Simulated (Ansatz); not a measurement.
# F2H6N2OSi2: relaxing the structure

Aim: relax F2H6N2OSi2 from a cheap starting geometry.

The runs use Ansatz 0.2.0, Gaussian basis; RKS PBE0-D4/def2-TZVP.

Plan: relaxation at PBE0-D4/def2-TZVP.

1 further run of the same task is left out (set aside as unsound or not needed).

## (1) The system as given

SMILES `N[SiH](F)O[SiH](N)F`, 13 atoms, charge 0, spin multiplicity 1.

Atoms are counted from 1 here; the program's logs count them from 0.

Bond lengths: N1–Si2 1.709 Å, N1–H8 1.006 Å, N1–H9 1.006 Å, Si2–F3 1.608 Å, Si2–O4 1.609 Å, Si2–H10 1.448 Å, O4–Si5 1.610 Å, Si5–N6 1.710 Å, Si5–F7 1.608 Å, Si5–H11 1.448 Å, N6–H12 1.006 Å, N6–H13 1.006 Å. Angles: Si2–N1–H8 120.4°, Si2–N1–H9 118.9°, H8–N1–H9 111.1°, N1–Si2–F3 104.8°, N1–Si2–O4 109.9°, N1–Si2–H10 122.0°, F3–Si2–O4 107.4°, F3–Si2–H10 106.6°, O4–Si2–H10 105.5°, Si2–O4–Si5 150.8°, O4–Si5–N6 109.9°, O4–Si5–F7 107.2°, O4–Si5–H11 105.6°, N6–Si5–F7 104.9°, N6–Si5–H11 121.9°, F7–Si5–H11 106.6°, Si5–N6–H12 120.3°, Si5–N6–H13 118.8° and more.

Coordinates:

```
atom    x (Å)    y (Å)    z (Å)
  N1   0.8881  -1.6273  -0.8960
 Si2   1.6447  -0.3867   0.0045
  F3   1.9177  -1.0375   1.4497
  O4   0.6237   0.8393   0.2138
 Si5  -0.8750   1.4233   0.2818
  N6  -1.9909   0.1433   0.4790
  F7  -1.2098   2.0431  -1.1636
  H8   1.3533  -2.5072  -1.0402
  H9   0.3307  -1.3766  -1.6952
 H10   2.8914   0.2172  -0.4184
 H11  -0.8169   2.5374   1.2055
 H12  -2.9805   0.3222   0.4462
 H13  -1.7767  -0.5906   1.1329
```

The start is a GFN2-xTB geometry.

## (2) Relaxation at PBE0-D4/def2-TZVP

The input, in.yaml:

```yaml
crystal:
  periodic: [false, false, false]
  atoms:
    - {symbol: N, position_ang: [0.888100, -1.627300, -0.895980]}
    - {symbol: Si, position_ang: [1.644720, -0.386740, 0.004530]}
    - {symbol: F, position_ang: [1.917650, -1.037480, 1.449700]}
    - {symbol: O, position_ang: [0.623710, 0.839320, 0.213810]}
    - {symbol: Si, position_ang: [-0.874950, 1.423290, 0.281800]}
    - {symbol: N, position_ang: [-1.990850, 0.143320, 0.478960]}
    - {symbol: F, position_ang: [-1.209790, 2.043120, -1.163610]}
    - {symbol: H, position_ang: [1.353280, -2.507170, -1.040200]}
    - {symbol: H, position_ang: [0.330730, -1.376610, -1.695230]}
    - {symbol: H, position_ang: [2.891420, 0.217180, -0.418430]}
    - {symbol: H, position_ang: [-0.816890, 2.537440, 1.205500]}
    - {symbol: H, position_ang: [-2.980470, 0.322210, 0.446210]}
    - {symbol: H, position_ang: [-1.776660, -0.590580, 1.132930]}
basis:
  gaussian: {orbitals: def2-TZVP}
hamiltonian: {xc: pbe0, dispersion: d4}
relax: {f_tol: 0.005, max_steps: 150}
```

Started as:

```
> ansatz run in.yaml --threads 2 --pin off --events-out ev --progress --plain --max-ram 32768MiB --backend cuda --devices 0, --max-vram 18GiB
```

Q: Predict the results of all the runs planned. Wanted: point group; shift from the start; total energy; dispersion term; dipole moment.

The runs gave:

```
                  quantity           value
               point group              C1
                     steps              47
shift from the start (rms)         0.359 Å
              total energy  -26310.4147 eV
           dispersion term        -288 meV
             dipole moment          2.82 D
```

In words: The relaxed geometry lies 0.36 Å (rms) from the start; the bond that changed most is Si2–H10, from 1.448 to 1.474 Å. No vibrations were run, so it is not proven to be a minimum. The largest Mulliken charge, +0.67 e, sits on Si5.
